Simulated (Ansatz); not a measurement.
# C2H8BNSi: up Jacob's ladder to CCSD(T)

An exercise on one series of results from a longer session: the logs are not shown, and one member is left open.

Program: Ansatz 0.2.0, Gaussian basis. Level of theory: functionals in def2-TZVPP, the program's frozen cores in correlated methods. These are calculated values, not measurements.

Plan: LDA (SPW92), PBE-D4, revPBE-D4, BLYP-D4, r2SCAN-D4, B97M-V, PBE0-D4, B3LYP-D4, r2SCANh-D4, r2SCAN0-D4, HSE06-D4, BHLYP-D4, CAM-B3LYP-D4, LC-ωPBE, ωB97X-V, ωB97M-V, B2PLYP, PBE-QIDH; CCSD(T)/def2-SVP; CCSD(T)/def2-TZVPP; MP2/def2-QZVPP; extrapolation to the limit; RPA on PBE.

### Structure used throughout

The geometry comes from an earlier relaxation with PBE0-D4 in a triple-zeta def2 set; it is a stationary point, not always the lowest conformer.

SMILES `BN[SiH2]C=C`, 13 atoms, charge 0, spin multiplicity 1.

Atoms are counted from 1 here; the program's logs count them from 0.

Bond lengths: B1–N2 1.398 Å, B1–H6 1.198 Å, B1–H7 1.198 Å, N2–Si3 1.747 Å, N2–H8 1.011 Å, Si3–C4 1.856 Å, Si3–H9 1.489 Å, Si3–H10 1.482 Å, C4–C5 1.331 Å, C4–H11 1.089 Å, C5–H12 1.087 Å, C5–H13 1.087 Å. Angles: N2–B1–H6 119.0°, N2–B1–H7 119.7°, H6–B1–H7 121.3°, B1–N2–Si3 127.2°, B1–N2–H8 116.6°, Si3–N2–H8 116.2°, N2–Si3–C4 111.3°, N2–Si3–H9 110.3°, N2–Si3–H10 105.9°, C4–Si3–H9 106.8°, C4–Si3–H10 112.0°, H9–Si3–H10 110.6°, Si3–C4–C5 122.4°, Si3–C4–H11 119.3°, C5–C4–H11 118.3°, C4–C5–H12 121.5°, C4–C5–H13 122.4°, H12–C5–H13 116.0°.

Set-up of the first run:

in.yaml

```yaml
crystal:
  periodic: [false, false, false]
  atoms:
    - {symbol: B, position_ang: [-2.296642, -0.726521, 1.117033]}
    - {symbol: N, position_ang: [-1.431371, -0.313848, 0.099064]}
    - {symbol: Si, position_ang: [0.266364, -0.694211, -0.061851]}
    - {symbol: C, position_ang: [1.305145, 0.843846, -0.047331]}
    - {symbol: C, position_ang: [2.083264, 1.187380, -1.070843]}
    - {symbol: H, position_ang: [-1.872567, -1.424832, 1.993124]}
    - {symbol: H, position_ang: [-3.442510, -0.376079, 1.099581]}
    - {symbol: H, position_ang: [-1.825852, 0.280710, -0.617773]}
    - {symbol: H, position_ang: [0.521624, -1.372914, -1.362370]}
    - {symbol: H, position_ang: [0.590507, -1.594889, 1.070056]}
    - {symbol: H, position_ang: [1.284364, 1.493397, 0.826940]}
    - {symbol: H, position_ang: [2.142369, 0.578325, -1.969214]}
    - {symbol: H, position_ang: [2.695904, 2.084836, -1.061713]}
basis:
  gaussian: {orbitals: def2-TZVPP}
hamiltonian: {xc: lda}
output: {orbitals: {seedname: orbitals}}
```

Steps of the session up to this table: LDA; PBE-D4 (GGA); revPBE-D4 (GGA); BLYP-D4 (GGA); r2SCAN-D4 (meta-GGA); B97M-V (meta-GGA); PBE0-D4 (hybrid); B3LYP-D4 (hybrid); r2SCANh-D4 (hybrid); r2SCAN0-D4 (hybrid); HSE06-D4 (hybrid); BHLYP-D4 (hybrid); CAM-B3LYP-D4 (range-separated); LC-ωPBE (range-separated); ωB97X-V (range-separated); ωB97M-V (range-separated); B2PLYP (double hybrid); PBE-QIDH (double hybrid).

One of the session's tables, all rows but one given; the rest of the session is left out.

It belongs to the step «Frontier levels by functional». 

| functional | HOMO (eV) | gap (eV) |
| --- | --- | --- |
| LDA (SPW92) | -7.17 | 5.16 |
| PBE-D4 | -7.01 | 5.25 |
| revPBE-D4 | -6.95 | 5.28 |
| BLYP-D4 | -6.85 | 5.25 |
| r2SCAN-D4 | -7.23 | 5.71 |
| B97M-V | -7.28 | 5.76 |
| PBE0-D4 | -8.17 | 7.43 |
| B3LYP-D4 | -7.93 | 6.98 |
| r2SCANh-D4 | -7.67 | 6.52 |
| r2SCAN0-D4 | -8.32 | 7.71 |
| HSE06-D4 | -7.77 | 6.65 |
| BHLYP-D4 | -9.11 | 9.50 |
| CAM-B3LYP-D4 | -9.49 | 9.91 |
| LC-ωPBE | ? | ? |
| ωB97X-V | -10.51 | 12.00 |
| ωB97M-V | -10.42 | 11.74 |

Estimate the missing values for LC-ωPBE.

**Answer.** HOMO (eV): -10.91; gap (eV): 12.49. In the column «HOMO (eV)» it is the lowest.
